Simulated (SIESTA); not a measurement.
# BiTe in SIESTA: convergence with EnergyShift

BiTe:

```
Bi Te
1.0
     0.00000    3.23500    3.23500
     3.23500    0.00000    3.23500
     3.23500    3.23500    0.00000
Bi Te
1 1
Direct
  0.98294 0.99120 0.02381
  0.49611 0.49225 0.50219
```

The cell isn't the ideal one: atoms moved at random, drawn with an rms of 0.05 Å.

```yaml
Program: SIESTA 5.4.2
Task: single point
Functional: PBEsol
Potentials_or_basis: PseudoDojo 0.4 standard (PBEsol files)
Basis: DZP (energy shift 0.05 Ry; two zetas on semicore shells)
Grid_cutoff: 500 Ry
Energy_shift: 0.05 Ry
k_mesh: 5 × 5 × 5
Occupations: fermi-dirac, width 0.05 eV
Spin: no spin polarisation
```

These are the settings of the first run; the series varies EnergyShift, with any setting tied to it.

Hardware: 1 thread of AMD EPYC 9R45 96-Core Processor (Zen 5), on a shared host.

Q: The values tried are 0.05, 0.03, 0.02, 0.01, 0.005, 0.003, 0.002, 0.001, loosest first. From which on does the largest force stay within 0.005 eV/Å of the tightest run that finished?

A: From 0.002 on.

```
EnergyShift  energy less the tightest run, at zero smearing (meV/atom)  pressure (GPa)  largest force (eV/Å)  SCF cycles  CPU time (s)  peak memory (GiB)
       0.05                                                    4903.47          -17.94                 0.291          10           8.6               0.21
       0.03                                                    2568.76           -9.37                 0.313          10           9.3               0.21
       0.02                                                    1566.45           -5.26                 0.341           9            10               0.22
       0.01                                                     689.02           -2.03                 0.374           9            12               0.24
      0.005                                                     316.23           -0.71                 0.340           9            14               0.25
      0.003                                                     169.09           -0.83                 0.325           9            16               0.26
      0.002                                                      86.94           -0.95                 0.324          10            20               0.28
      0.001                                                       0.00           -0.81                 0.319          10            24                0.3
```

Not settled before the last step: the energy (to 1 meV/atom), the pressure (to 0.1 GPa). The tightest run that finished is the yardstick and may itself not be fully converged.

Caveat, for the tightest run too: the basis of atomic orbitals isn't converged, which shifts pressures, moduli and gaps.
